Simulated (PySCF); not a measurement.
**Cd2: from the state search to spectroscopic constants**

An exercise on one series of results from a longer session: the logs are not shown, and one member is left open.

Method: Cd def2-TZVPP with ECP28, scalar-relativistic core potentials; program: PySCF 2.14.0.

Set-up of the first run:

The job is set up so:

| Quantity | Value |
| --- | --- |
| atoms | Cd, Cd |
| charge | 0 |
| basis | Cd def2-TZVPP with ECP28 |
| Hamiltonian | scalar-relativistic core potentials |
| basis functions | 112 |
| electrons treated | 40 |
| masses in u | 113.9034, 113.9034 |
| levels | PBE0, PBE, r²SCAN, TPSSh, revPBE, B2PLYP, B97-3, ωB97M-V, HF, MP2, SCS-MP2, CCSD, CCSD(T) |
| grid | 80 radial by 434 angular points |
| occupations | held fixed by the projection of orbital angular momentum |
| dissociation limit | Cd + Cd, each in its ground configuration |
| starting distance in angstrom | 2.800 |
| values of 2S to try | 0, 2 |

Launch:

```sh
$ OMP_NUM_THREADS=2 python dia.py task.json out
```

Among the steps run: The job; The PBE0 curve of the state that the search chose; Excited determinants; PBE; r²SCAN (meta-GGA); TPSSh; revPBE; B2PLYP (double hybrid); B97-3 (global hybrid GGA); ωB97M-V; RHF (mean field); Adding correlation.

One of the session's tables, all rows but one given; the rest of the session is left out.

Energy (eV) from each level's lowest point:

| R (Å) | RHF | RHF-MP2 | RHF-SCS-MP2 | RHF-CCSD | RHF-CCSD(T) |
| --- | --- | --- | --- | --- | --- |
| 3.106 | 0.307 | 0.051 | 0.102 | n/a | n/a |
| 3.251 | 0.222 | 0.022 | 0.061 | 0.096 | 0.071 |
| 3.395 | 0.161 | 0.008 | 0.036 | 0.062 | 0.043 |
| 3.504 | 0.127 | 0.003 | 0.024 | 0.045 | 0.030 |
| 3.612 | 0.099 | 0.000 | 0.015 | 0.032 | 0.020 |
| 3.720 | 0.077 | 0.000 | 0.009 | 0.023 | 0.014 |
| 3.865 | ? | ? | ? | ? | ? |
| 4.045 | 0.033 | 0.004 | 0.001 | 0.006 | 0.003 |
| 4.262 | 0.015 | 0.009 | 0.000 | 0.000 | 0.000 |
| 4.551 | 0.000 | 0.015 | 0.001 | n/a | n/a |

**Question.** Estimate the row for R (Å) = 3.865.

Worked estimate for «RHF». A straight line through the neighbours (3.720, 0.077) and (4.045, 0.033) gives 0.077 + (0.033 − 0.077) × (3.865 − 3.720) / (4.045 − 3.720) = 0.057; a parabola fitted to 4 rows on both sides gives 0.055.

**Answer.** RHF: 0.054; RHF-MP2: 0.001; RHF-SCS-MP2: 0.005; RHF-CCSD: 0.013; RHF-CCSD(T): 0.008. In «RHF» the line misses by +0.003 and the parabola by +0.001.

Caveats from the session: The bond is weak, and basis-set superposition, which was not computed, may be a sizeable part of it.
